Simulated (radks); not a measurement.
# Br⁹⁺ in [Ar] 3d8: an all-electron calculation

An exercise on one series of results from a longer session: the logs are not shown, and one member is left open.

Program: radks (a radial shooting solver on a logarithmic mesh, Libxc functionals) version 1. Level of theory: Dirac Kohn-Sham, PBE, spin-unpolarised, spherical densities, finite nucleus; open shells fill j = l - 1/2 first. These are calculated values, not measurements, unless marked.

**The atom as given**

```
element            : bromine (Z = 35)
charge             : +9
electrons          : 26
configuration      : [Ar] 3d8
nuclear rms radius : 4.1629 fm
```

The first run:

Settings of this run:

```text
Z 35
configuration [Ar] 3d8 4s0 4p0 4d0 4f0
relativity Dirac
functional pbe,pbe
spin unpolarised
j_filling energy
nucleus finite rms 4.1629 fm
c 137.035999084
```

One of the session's tables, all rows but one given; the rest of the session is left out.

It belongs to the step «Orbitals and density». Sizes of the orbitals, from the radial functions (bohr):

| level | <r> | outermost maximum (interpolated) | 90 % within | nodes |
| --- | --- | --- | --- | --- |
| 1s1/2 | 0.04275 | 0.0279 | 0.0764 | 0 |
| 2s1/2 | 0.1891 | 0.159 | 0.293 | 1 |
| 2p1/2 | 0.1626 | 0.125 | 0.266 | 0 |
| 2p3/2 | 0.1665 | 0.128 | 0.271 | 0 |
| 3s1/2 | 0.5381 | 0.479 | 0.796 | 2 |
| 3p1/2 | 0.5383 | 0.469 | 0.816 | 1 |
| 3p3/2 | 0.5475 | 0.477 | 0.829 | 1 |
| 3d3/2 | 0.5378 | 0.415 | 0.864 | 0 |
| 3d5/2 | 0.5408 | 0.417 | 0.868 | 0 |
| 4s1/2 | ? | ? | ? | ? |
| 4p1/2 | 1.335 | 1.25 | 1.91 | 2 |
| 4p3/2 | 1.349 | 1.27 | 1.93 | 2 |
| 4d3/2 | 1.505 | 1.41 | 2.20 | 1 |
| 4d5/2 | 1.509 | 1.41 | 2.20 | 1 |

Estimate the missing values for 4s1/2.

As computed: <r>: 1.265; outermost maximum (interpolated): 1.19; 90 % within: 1.80; nodes: 3. In the column «<r>» it lies between 3p3/2 (0.5475) and 4p1/2 (1.335).

Caveats from the session: Spin polarisation and multiplet splitting are left out.
